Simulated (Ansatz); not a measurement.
**C3H8Sn: up Jacob's ladder to CCSD(T)**

One table from this session's results is given with a row withheld; the runs are named, their logs left out.

The runs use Ansatz 0.2.0, Gaussian basis; functionals in def2-TZVPP, the program's frozen cores in correlated methods.

Levels to be run: LDA (SPW92), PBE-D4, revPBE-D4, BLYP-D4, r2SCAN-D4, B97M-V, PBE0-D4, B3LYP-D4, r2SCANh-D4, r2SCAN0-D4, HSE06-D4, BHLYP-D4, CAM-B3LYP-D4, LC-ωPBE, ωB97X-V, ωB97M-V, B2PLYP, PBE-QIDH; CCSD(T)/def2-SVP; CCSD(T)/def2-TZVPP; MP2/def2-QZVPP; extrapolation to the limit; RPA on PBE.

## The relaxed structure

An earlier PBE0-D4 in a triple-zeta def2 set relaxation fixed the geometry. Sn takes the def2 core potential; no spin-orbit term is included.

SMILES `C=C[CH2][SnH3]`, 12 atoms, charge 0, spin multiplicity 1.

Atoms are counted from 1 here; the program's logs count them from 0.

Bond lengths: C1–C2 1.329 Å, C1–H5 1.086 Å, C1–H6 1.083 Å, C2–C3 1.481 Å, C2–H7 1.089 Å, C3–Sn4 2.165 Å, C3–H8 1.092 Å, C3–H9 1.092 Å, Sn4–H10 1.707 Å, Sn4–H11 1.709 Å, Sn4–H12 1.711 Å. Angles: C2–C1–H5 121.5°, C2–C1–H6 121.4°, H5–C1–H6 117.1°, C1–C2–C3 125.6°, C1–C2–H7 118.4°, C3–C2–H7 115.9°, C2–C3–Sn4 110.4°, C2–C3–H8 111.9°, C2–C3–H9 111.9°, Sn4–C3–H8 106.6°, Sn4–C3–H9 107.2°, H8–C3–H9 108.5°, C3–Sn4–H10 108.6°, C3–Sn4–H11 109.2°, C3–Sn4–H12 110.4°, H10–Sn4–H11 109.5°, H10–Sn4–H12 109.8°, H11–Sn4–H12 109.3°.

Set-up of the first run:

The input, in.yaml:

```yaml
crystal:
  periodic: [false, false, false]
  atoms:
    - {symbol: C, position_ang: [-0.307454, 2.071276, -0.123933]}
    - {symbol: C, position_ang: [-0.369888, 0.952460, 0.590785]}
    - {symbol: C, position_ang: [0.654794, -0.116336, 0.612008]}
    - {symbol: Sn, position_ang: [0.003122, -1.810965, -0.566719]}
    - {symbol: H, position_ang: [0.550121, 2.297939, -0.750202]}
    - {symbol: H, position_ang: [-1.111564, 2.796851, -0.106551]}
    - {symbol: H, position_ang: [-1.256051, 0.774970, 1.198420]}
    - {symbol: H, position_ang: [0.834075, -0.489458, 1.622904]}
    - {symbol: H, position_ang: [1.605019, 0.221950, 0.194068]}
    - {symbol: H, position_ang: [-0.082772, -1.335745, -2.203985]}
    - {symbol: H, position_ang: [-1.543335, -2.305566, -0.033905]}
    - {symbol: H, position_ang: [1.100934, -3.112476, -0.398989]}
basis:
  gaussian: {orbitals: def2-TZVPP}
hamiltonian: {xc: lda}
output: {orbitals: {seedname: orbitals}}
```

The run is started by

```console
$ ansatz run in.yaml --threads 2 --pin off --events-out ev --progress --plain --max-ram 32768MiB --backend cpu
```

Among the steps run: LDA; PBE-D4 (GGA); revPBE-D4 (GGA); BLYP-D4 (GGA); r2SCAN-D4 (meta-GGA); B97M-V (meta-GGA); PBE0-D4 (hybrid); B3LYP-D4 (hybrid); r2SCANh-D4 (hybrid); r2SCAN0-D4 (hybrid); HSE06-D4 (hybrid); BHLYP-D4 (hybrid); CAM-B3LYP-D4 (range-separated); LC-ωPBE (range-separated); ωB97X-V (range-separated); ωB97M-V (range-separated); B2PLYP (double hybrid); PBE-QIDH (double hybrid).

One table of the session follows, with a row left open; its other results are not shown here.

It belongs to the step «Frontier levels by functional». 

| functional | HOMO (eV) | gap (eV) |
| --- | --- | --- |
| LDA (SPW92) | -6.02 | 4.76 |
| PBE-D4 | -5.85 | 4.81 |
| revPBE-D4 | -5.79 | 4.83 |
| BLYP-D4 | -5.70 | 4.76 |
| r2SCAN-D4 | -6.02 | 5.23 |
| B97M-V | ? | ? |
| PBE0-D4 | -6.87 | 6.74 |
| B3LYP-D4 | -6.68 | 6.30 |
| r2SCANh-D4 | -6.40 | 5.96 |
| r2SCAN0-D4 | -6.99 | 7.03 |
| HSE06-D4 | -6.48 | 5.98 |
| BHLYP-D4 | -7.76 | 8.48 |
| CAM-B3LYP-D4 | -8.13 | 8.95 |
| LC-ωPBE | -9.46 | 11.36 |
| ωB97X-V | -9.09 | 10.88 |
| ωB97M-V | -9.00 | 10.45 |

Q: Estimate the row for B97M-V from the others.

**Answer.** HOMO (eV): -6.04; gap (eV): 5.25. In the column «HOMO (eV)» it lies between r2SCANh-D4 (-6.40) and LDA (SPW92) (-6.02).
